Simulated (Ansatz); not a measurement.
# Ti7Al10V3: the cost of one run

Method: DFT PBE, scalar-relativistic, plane waves, PAW, in Ansatz 0.2.0.

## Step 1: The system as given

The cell holds 20 atoms (Al10Ti7V3): a = 7.540 Å, b = 7.540 Å, c = 7.540 Å, α = 106.60°, β = 106.60°, γ = 115.38°.

The sites of an ideal fcc lattice, at a guessed lattice constant, take 7 Ti, 10 Al, 3 V (sublattices apart by semicolons), with a shake of 0.02 Å. Warren-Cowley parameters of the first shell (negative: unlike neighbours preferred): Al-Ti -0.14, Al-V -0.11, Ti-V -0.27. In a cell this small the draw can fall short of the order aimed at.

Its coordinates follow in the input file.

## Step 2: Relaxation without symmetry, coarse mesh

A cheap relaxation: coarse mesh, no symmetry, loose thresholds.

The input, input.yaml:

```yaml
crystal:
  lattice:
    - [-6.04528239, 4.03018826, 2.01509413]
    - [6.04528239, 4.03018826, -2.01509413]
    - [-2.01509413, -4.03018826, -6.04528239]
  atoms:
    - { symbol: Al, position: [0.0458968597, 0.3454470775, 0.897569759] }
    - { symbol: Al, position: [0.5490272757, 0.8504937647, 0.9004876947] }
    - { symbol: Al, position: [0.2009605949, 0.3973881353, 0.6026857714] }
    - { symbol: Al, position: [0.2409449578, 0.74630045, 0.4904500139] }
    - { symbol: Al, position: [0.3014152061, 0.1031407837, 0.3965285551] }
    - { symbol: Al, position: [0.7525181312, 0.2506164443, 0.502223441] }
    - { symbol: Al, position: [0.8481244985, 0.9492619124, 0.3007353702] }
    - { symbol: Al, position: [0.4446698864, 0.1514627756, 0.094313262] }
    - { symbol: Al, position: [0.5016575693, 0.5013160364, 0.0018759427] }
    - { symbol: Al, position: [0.955076904, 0.6608570605, 0.1022886511] }
    - { symbol: Ti, position: [0.0966244109, 0.7009292018, 0.7996055948] }
    - { symbol: Ti, position: [0.1488557352, 0.0528884083, 0.6982609837] }
    - { symbol: Ti, position: [0.6499687708, 0.5496501486, 0.6989291192] }
    - { symbol: Ti, position: [0.7001523875, 0.9036420911, 0.5999562207] }
    - { symbol: Ti, position: [0.351503155, 0.4528689694, 0.304529438] }
    - { symbol: Ti, position: [0.4034339205, 0.8034503171, 0.2055296274] }
    - { symbol: Ti, position: [0.8937772825, 0.2978627515, 0.2007621919] }
    - { symbol: V, position: [0.5942628809, 0.1946324746, 0.7923600612] }
    - { symbol: V, position: [0.9970385477, 0.0045715903, 0.0009555099] }
    - { symbol: V, position: [0.8015695102, 0.6014964501, 0.4021099675] }
  symmetry: { detect: false }
basis:
  ecutwfc: 420
kpoints:
  mp_grid: { grid: [2, 2, 2], shift: [0.5, 0.5, 0.5] }
hamiltonian:
  xc: pbe
scf:
  occupations: { method: gaussian, width: 0.1 }
  lower_state_search: "off"
output:
  forces: true
  stress: true
  eigenvalues: true
relax:
  adjacent_minimum: "off"
  f_tol: 0.04
  max_steps: 50
  cell: { stress_tol: 0.3 }
```

The run is started by

```sh
> ansatz run input.yaml --threads 4 --pin off --max-ram 9216MiB --backend cpu --events-out ev --progress --plain --runs-dir out
```

What time and memory should one allow on 4 threads of Intel Xeon Platinum 8488C (Sapphire Rapids), shared host?

About 27 s, with a peak of 1 GiB.
